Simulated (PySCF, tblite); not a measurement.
# C7H13N2P: geometry, infrared bands and NMR shifts

Aim: predict the infrared bands and NMR shifts of C7H13N2P (`Cc1n[nH]c(C(C)(C)C)p1`).

Computed with tblite 0.8.0 and PySCF 2.14.0, with density-fitted response routines of our own, on a single molecule in the gas phase. Atoms are numbered from 0 throughout.

## Step 1: Starting geometry

23 atoms, charge 0, multiplicity 1; geometry from: force field or distance geometry start.

Bonds of the start (Å): C0–C1 1.50, C1–N2 1.28, N2–N3 1.27, N3–C4 1.33, C4–C5 1.49, C5–C6 1.50, C5–C7 1.53, C5–C8 1.52, C4–P9 1.91, P9–C1 1.87, C0–H10 1.12, C0–H11 1.11, C0–H12 1.10, N3–H13 1.09, C6–H14 1.12, C6–H15 1.11, C6–H16 1.11, C7–H17 1.11, C7–H18 1.12, C7–H19 1.11, C8–H20 1.12, C8–H21 1.11, C8–H22 1.12.

## Step 2: Relaxing the molecule with GFN2-xTB

The job: settings as JSON, then the geometry in Å.

```
{"job": {"kind": "relax", "xc": "GFN2-xTB", "basis": "xTB"}, "charge": 0, "multiplicity": 1}
C      4.273800     0.289200     0.538100
C      2.792900     0.159400     0.331000
N      2.143000    -0.930700     0.181600
N      0.891200    -1.052800     0.000700
C      0.099600     0.014400    -0.008100
C     -1.377700     0.063400    -0.203500
C     -1.812400     0.186700    -1.638100
C     -2.058400    -1.148700     0.424100
C     -1.950300     1.248600     0.548600
P      1.387700     1.397500     0.253400
H      4.650400    -0.745300     0.720100
H      4.481900     0.957800     1.396800
H      4.774200     0.624900    -0.386000
H      0.431800    -2.037900    -0.122800
H     -1.096100     0.835800    -2.199300
H     -1.825600    -0.808700    -2.129400
H     -2.828500     0.639100    -1.627000
H     -1.688400    -2.101900    -0.016100
H     -1.842200    -1.091800     1.520700
H     -3.140300    -0.999900     0.216900
H     -3.052800     1.234300     0.362500
H     -1.473100     2.184000     0.196800
H     -1.785600     1.109700     1.649300
```

Started as:

```console
> OMP_NUM_THREADS=1 python probes_run.py task.json out
```

This one command runs all jobs of the session in turn.

**Question.** This job is followed by: GFN2-xTB harmonic vibrations, gas phase; GIAO PBE0/pcSseg-1 NMR shielding, non-relativistic, gas phase. Predict these results of the whole session: strongest single infrared mode (GFN2-xTB); zero-point energy (GFN2-xTB); 13C shifts against TMS (PBE0/pcSseg-1, means over atoms taken as alike); 1H shifts against TMS (PBE0/pcSseg-1, means over atoms taken as alike); 15N shifts against NH3 (PBE0/pcSseg-1); 31P shifts against H3PO4 (PBE0/pcSseg-1).

**Answer**, as computed:

| quantity | value |
| --- | --- |
| strongest single infrared mode (GFN2-xTB) | 1171 cm⁻¹, 110 km/mol |
| zero-point energy (GFN2-xTB) | 120.4 kcal/mol |
| 13C shifts against TMS (PBE0/pcSseg-1, means over atoms taken as alike) | 199.2, 180.7, 35.5, 33.8, 20.9 ppm |
| 1H shifts against TMS (PBE0/pcSseg-1, means over atoms taken as alike) | 9.92, 2.76, 1.46 ppm |
| 15N shifts against NH3 (PBE0/pcSseg-1) | 361.6, 228.5 ppm |
| 31P shifts against H3PO4 (PBE0/pcSseg-1) | 86.9 ppm |

What this shows: Over 74 steps the energy fell by 1.736 eV; of the close pairs, C4–P9 changed most, 1.908 to 1.733 Å. The lowest mode is slightly imaginary (16i cm⁻¹), a soft motion within the noise of the Hessian, so the minimum is not strictly shown. The strongest single mode, at 1171 cm⁻¹, is carried by H13, C1, C4. Unscaled tight-binding wavenumbers are off by several per cent, some by more. Its intensities can rank the bands wrongly. At PBE0/pcSseg-1: Shielding is most anisotropic at N2 (span 487 ppm, paramagnetic term -422 ppm). NICS(1)zz of -26 ppm above the planar ring from C1 marks a diatropic (aromatic) ring current.
